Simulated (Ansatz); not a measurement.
# AlClF2H3N: the cost of one run

Method: RKS PBE/def2-SVP, in Ansatz 0.2.0.

## 1. The structure to begin with

Bond lengths: Al1–Cl2 2.601 Å, Al1–F3 1.641 Å, Al1–F4 1.639 Å, Al1–N6 2.237 Å, N6–H7 1.010 Å, N6–H8 1.010 Å. Angles: Cl2–Al1–F3 112.0°, Cl2–Al1–F4 112.3°, Cl2–Al1–N6 75.3°, F3–Al1–F4 122.9°, F3–Al1–N6 111.1°, F4–Al1–N6 113.5°, Al1–N6–H7 122.2°, Al1–N6–H8 121.5°, H7–N6–H8 110.6°.

Coordinates:

```xyz
8

Al   -0.7780   -0.7505   -0.4718
Cl    0.4742    0.9355   -2.0061
F    -0.2255   -2.2838   -0.6644
F    -2.3696   -0.3900   -0.3201
H     0.8146    0.9280   -0.2828
N     0.5362    0.4119    0.9165
H     0.1759    1.1414    1.5152
H     1.3721    0.0075    1.3133
```

## 2. Pulling towards end A

Springs on the bonds that form and break draw the guess towards this end; the thresholds are loose.

input.yaml reads:

```yaml
crystal:
  periodic: [false, false, false]
  atoms:
    - { symbol: Al, position_ang: [-0.778, -0.7505, -0.4718] }
    - { symbol: Cl, position_ang: [0.4742, 0.9355, -2.0061] }
    - { symbol: F, position_ang: [-0.2255, -2.2838, -0.6644] }
    - { symbol: F, position_ang: [-2.3696, -0.39, -0.3201] }
    - { symbol: H, position_ang: [0.8146, 0.928, -0.2828] }
    - { symbol: "N", position_ang: [0.5362, 0.4119, 0.9165] }
    - { symbol: H, position_ang: [0.1759, 1.1414, 1.5152] }
    - { symbol: H, position_ang: [1.3721, 0.0075, 1.3133] }
basis:
  gaussian: { orbitals: def2-SVP }
hamiltonian:
  xc: pbe
relax:
  f_tol: 0.15
  max_steps: 25
  restrain:
    - { distance: [0, 5], at: 3.22, k: 30.0 }
    - { distance: [4, 1], at: 2.63, k: 30.0 }
    - { distance: [0, 1], at: 2.23, k: 30.0 }
    - { distance: [4, 5], at: 1.02, k: 30.0 }
output:
  orbitals: {}
```

Command:

```sh
$ ansatz run input.yaml --threads 2 --pin off --max-ram 3072MiB --backend cpu --events-out ev --progress --plain --runs-dir out
```

**Question.** How long does this run take on 2 threads of Arm Neoverse V2, shared host, and how much memory does it need?

About 16 s, with a peak of 0.15 GiB.
